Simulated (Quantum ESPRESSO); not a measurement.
Runs of Quantum ESPRESSO 7.5 on IrS. The structure is trigonal, space group R-3m (No. 166). The conventional cell has a = 4.436 Å, b = 4.436 Å, c = 6.813 Å, α = 90.00°, β = 90.00°, γ = 120.00°. Ir (site symmetry -3m) has 6 S at 2.80 Å as nearest neighbours. Around S (site symmetry -3m) lie 6 Ir at 2.80 Å. The cell was built by a generator and needn't be a form met in nature.

```csv
task,level,potentials or basis,cell,k mesh,cutoff (eV),smearing,dos occupations,diago david ndim,diagonalization,most ionic steps,forc conv thr,other keys,gap on the mesh (eV),pressure (GPa)
single point,PBE,SSSP 1.3 efficiency PBE,as given,8 × 8 × 8,748,fermi-dirac 0.05 eV,-,-,-,-,-,-,none,-27.5
projected density of states,PBEsol+D3(BJ),SSSP 1.3 efficiency PBE,as given,8 × 8 × 8,748,methfessel-paxton 0.2 eV,tetrahedra_opt,3,cg,-,-,diago_david_ndim = 3; diagonalization = cg,none,-35.4
relaxation of cell and atoms,SOGGA,PseudoDojo 0.5 SR PBE stringent,relaxed to 0.3 kbar,7 × 7 × 7,1225,fermi-dirac 0.05 eV,-,-,-,40,0.0004 Ry/bohr,-,none,0.0
band structure,LDA+D2,PseudoDojo 0.4.1 SR LDA standard,as given,8 × 8 × 8,762,fermi-dirac 0.05 eV,-,-,-,-,-,-,none,-36.1
single point,BLYP,GBRV 1.5 PBEsol,as given,8 × 8 × 8,612,fermi-dirac 0.1 eV,-,-,-,-,-,-,none,(a)
```

Alike in all rows: no spin polarisation.

Q: Estimate the missing entries.

A: (a) -18.9.

Caveats: the potentials were made for another functional, which shifts forces and pressure (some runs); so large a pressure means that the cell lies far from this level's equilibrium, or that cutoff or potentials fall short (some runs); a pressure of tens of GPa on the cell as given is suspect, and the run, the potentials or the cell itself is likely at fault (some runs); pairwise dispersion overbinds metals, which lowers pressure and volume (some runs); SOGGA exchange is joined with the correlation of PBE here (some runs); D2 keeps the scale fitted for PBE (some runs).

A k mesh can miss the band edges, and the runs leave out spin-orbit coupling on Ir.

A gap of «none» marks a metal or a gap under the smearing width.

The runs don't all hold the same shells in valence.
